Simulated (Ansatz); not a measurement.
# Nickel, omega (AlB2-type) under r²SCAN: structure, energy and stiffness

What does r²SCAN give for nickel in the omega (AlB2-type) structure? We relax it, solve it on a dense k-mesh, then scale the cell to 7 volumes from 88 to 112 % of the relaxed one and try a fit of the equation of state. The start is ferromagnetic. The k-meshes are 9×9×13 for the relaxation; 12×12×17 for the dense run; 10×10×15 for the volumes.

Computed with Ansatz 0.2.0 (DFT r2SCAN, plane waves (500 eV) with PAW, scalar-relativistic; the PAW data stem from PBE, with regenerated cores, unless a step says otherwise).

## 1. The system as given

The structure is hexagonal, space group P6/mmm (No. 191). The conventional cell has a = 3.954 Å, b = 3.954 Å, c = 2.424 Å, α = 90.00°, β = 90.00°, γ = 120.00°. Around Ni (site symmetry 6/mmm) lie 14 Ni at 2.42 to 2.58 Å. Ni (site symmetry -6m2) has 11 Ni at 2.28 to 2.58 Å as nearest neighbours.

Structure file:

```cif
data_structure
_symmetry_space_group_name_H-M 'P6/mmm'
_symmetry_Int_Tables_number 191
_cell_length_a 3.9541
_cell_length_b 3.9541
_cell_length_c 2.4238
_cell_angle_alpha 90.000
_cell_angle_beta 90.000
_cell_angle_gamma 120.000
_cell_volume 32.82
loop_
_atom_site_label
_atom_site_type_symbol
_atom_site_symmetry_multiplicity
_atom_site_Wyckoff_symbol
_atom_site_fract_x
_atom_site_fract_y
_atom_site_fract_z
_atom_site_occupancy
Ni1 Ni 1 a 0.00000 0.00000 0.00000 1
Ni2 Ni 2 d 0.33333 0.66667 0.50000 1
```

Starting moments (μB): +0.8 ×3.

## 2. Geometry optimisation

input.yaml

```yaml
crystal:
  lattice:
    - [3.9540713024, 0.0, 0.0]
    - [-1.9770356512, 3.4243261962, 0.0]
    - [0.0, 0.0, 2.4238457083]
  atoms:
    - { symbol: Ni, position: [0.0, 0.0, 0.0], spin: 0.8 }
    - { symbol: Ni, position: [0.3333333333, 0.6666666667, 0.5], spin: 0.8 }
    - { symbol: Ni, position: [0.6666666667, 0.3333333333, 0.5], spin: 0.8 }
hamiltonian:
  xc: r2scan
  pseudopotentials:
    kind: paw
    azcp:
      Ni: "pseudopotentials/Ni.paw.azcp"
basis:
  ecutwfc: 500
  fft_grid_basis: typed
kpoints:
  mp_grid: { grid: [9, 9, 13], shift: [0, 0, 0] }
magnetization:
  spin_polarized: true
scf:
  occupations: { method: fermi_dirac, width: 0.05 }
relax:
  max_steps: 60
  f_tol: 0.01
  cell: {}
```

The run is started by

```bash
> ansatz run input.yaml --threads 1 --pin off --max-ram 3584MiB --backend cpu --events-out ev --progress --plain --runs-dir out
```

Further steps of the session: The energy on a finer k-mesh; Volume × 0.88; Volume × 0.92; Volume × 0.96; Volume × 1.0; Volume × 1.04; Volume × 1.08; Volume × 1.12.

Q: Predict the outcome of this session. Wanted: space group; conventional cell; volume; shortest distance; gap on the mesh; magnetic state; relative to fcc, ferromagnetic; V₀, B₀, B₀′.

As calculated:

| quantity | value |
| --- | --- |
| space group (spins left aside) | P6/mmm (No. 191) |
| conventional cell | a = 3.936 Å, c = 2.395 Å (c/a = 0.608) |
| volume | 10.711 Å³/atom |
| shortest distance | 2.272 Å |
| gap on the mesh | none (levels filled in part) |
| magnetic state | ferromagnetic, up to 0.79 μB per atom |
| relative to fcc, ferromagnetic | +141 meV/atom |
| V₀, B₀, B₀′ | 10.721 Å³/atom, 209 GPa, 4.8 |

In words: The relaxation shrank the cell by 2.1 % in volume. Against the reference form of nickel (fcc, ferromagnetic, computed apart with the same settings) it stands 141 meV/atom higher. It ends ferromagnetic, with up to 0.79 μB per atom. No gap shows: it is a metal or semimetal at this level. B₀ comes out at 209 GPa; letting shape and positions relax at each volume could only lower it. The symmetry was held, so the structure may be unstable against distortions that break it.
